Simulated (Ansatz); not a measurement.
**CH5AlClN: up Jacob's ladder to CCSD(T)**

How much do the methods differ for CH5AlClN? The plan is to run it at one geometry with functionals of several rungs and with coupled cluster. The yardstick is the atomisation energy at the CCSD(T) limit.

Method: functionals in def2-TZVPP, the program's frozen cores in correlated methods; program: Ansatz 0.2.0, Gaussian basis.

Levels to be run: LDA (SPW92), PBE-D4, revPBE-D4, BLYP-D4, r2SCAN-D4, B97M-V, PBE0-D4, B3LYP-D4, r2SCANh-D4, r2SCAN0-D4, HSE06-D4, BHLYP-D4, CAM-B3LYP-D4, LC-ωPBE, ωB97X-V, ωB97M-V, B2PLYP, PBE-QIDH; CCSD(T)/def2-SVP; CCSD(T)/def2-TZVPP; MP2/def2-QZVPP; extrapolation to the limit; RPA on PBE.

## Step 1: The relaxed structure

The geometry comes from an earlier relaxation with PBE0-D4 in a triple-zeta def2 set; it is a stationary point, not always the lowest conformer.

9 atoms, charge 0, spin multiplicity 1.

Atoms are counted from 1 here; the program's logs count them from 0.

Bond lengths: N1–C2 1.531 Å, N1–Al3 1.985 Å, N1–H5 1.011 Å, N1–H6 1.011 Å, C2–Al3 1.936 Å, C2–H7 1.087 Å, C2–H8 1.087 Å, Al3–Cl4 2.121 Å, Al3–H9 1.576 Å. Angles: C2–N1–Al3 65.3°, C2–N1–H5 114.3°, C2–N1–H6 113.3°, Al3–N1–H5 126.2°, Al3–N1–H6 120.0°, H5–N1–H6 109.2°, N1–C2–Al3 68.7°, N1–C2–H7 110.8°, N1–C2–H8 110.2°, Al3–C2–H7 124.2°, Al3–C2–H8 122.1°, H7–C2–H8 110.5°, N1–Al3–C2 45.9°, N1–Al3–Cl4 109.0°, N1–Al3–H9 114.8°, C2–Al3–Cl4 116.9°, C2–Al3–H9 123.2°, Cl4–Al3–H9 119.7°.

## Step 2: LDA

This LDA is Slater exchange with PW92 correlation.

File in.yaml:

```yaml
crystal:
  periodic: [false, false, false]
  atoms:
    - {symbol: N, position_ang: [-0.260172, 0.870775, -0.184481]}
    - {symbol: C, position_ang: [0.472421, -0.298668, -0.847589]}
    - {symbol: Al, position_ang: [0.091748, -0.673049, 1.013030]}
    - {symbol: Cl, position_ang: [-1.743196, -1.648147, 1.439958]}
    - {symbol: H, position_ang: [0.249863, 1.743105, -0.198123]}
    - {symbol: H, position_ang: [-1.188794, 1.022337, -0.554682]}
    - {symbol: H, position_ang: [-0.103929, -0.693285, -1.679897]}
    - {symbol: H, position_ang: [1.456888, 0.018024, -1.183260]}
    - {symbol: H, position_ang: [1.113670, -0.387392, 2.178044]}
basis:
  gaussian: {orbitals: def2-TZVPP}
hamiltonian: {xc: lda}
output: {orbitals: {seedname: orbitals}}
```

On the command line:

```bash
$ ansatz run in.yaml --threads 2 --pin off --events-out ev --progress --plain --max-ram 4352MiB
```

The runs that follow: PBE-D4 (GGA); revPBE-D4 (GGA); BLYP-D4 (GGA); r2SCAN-D4 (meta-GGA); B97M-V (meta-GGA); PBE0-D4 (hybrid); B3LYP-D4 (hybrid); r2SCANh-D4 (hybrid); r2SCAN0-D4 (hybrid); HSE06-D4 (hybrid); BHLYP-D4 (hybrid); CAM-B3LYP-D4 (range-separated); LC-ωPBE (range-separated); ωB97X-V (range-separated); ωB97M-V (range-separated); B2PLYP (double hybrid); PBE-QIDH (double hybrid); CCSD(T) in def2-SVP; CCSD(T) in def2-TZVPP; MP2 in def2-QZVPP; RPA on PBE orbitals.

Before running them: what should the planned runs give, taken together? Wanted: atomisation energy, CCSD(T)/CBS; farthest beyond LDA; mean size of error, GGA; mean size of error, meta-GGA; mean size of error, hybrid; mean size of error, range-separated; mean size of error, double hybrid; gap, smallest and largest; T1 diagnostic.

The runs gave:

| quantity | value |
| --- | --- |
| atomisation energy, CCSD(T)/CBS | 31.426 eV |
| functionals within 0.157 eV (0.5 %) | r2SCAN-D4, PBE0-D4, B3LYP-D4, HSE06-D4, CAM-B3LYP-D4, LC-ωPBE, ωB97X-V, ωB97M-V |
| farthest beyond LDA | BHLYP-D4 (-0.875 eV) |
| mean size of error, GGA | 0.330 eV |
| mean size of error, meta-GGA | 0.103 eV |
| mean size of error, hybrid | 0.289 eV |
| mean size of error, range-separated | 0.115 eV |
| mean size of error, double hybrid | 0.371 eV |
| gap, smallest and largest | 5.03 eV (BLYP-D4), 12.02 eV (LC-ωPBE) |
| T1 diagnostic | 0.0087 |
| triples share of the correlation energy | 3.8 % |

In words: The LDA atomisation energy is off by 4.135 eV (13 %): it overbinds. PBE-D4 is off by +0.341 eV. Double hybrids carry the basis error of their MP2 part in triple zeta, and no dispersion term here, so their miss is partly the set-up's. The rungs meta-GGA, range-separated miss on average by less than the doubt on the reference (0.157 eV), so they tie. Misses under about 0.157 eV are within the doubt on the reference itself, which lacks core-valence correlation, relativity and higher excitations. Hartree-Fock recovers 72 % of the binding; the rest is correlation. CCSD(T) in def2-SVP is off by -1.930 eV, so the small basis spoils what the method gains. Orbital gaps span 5.0 to 12.0 eV; exact exchange widens them.
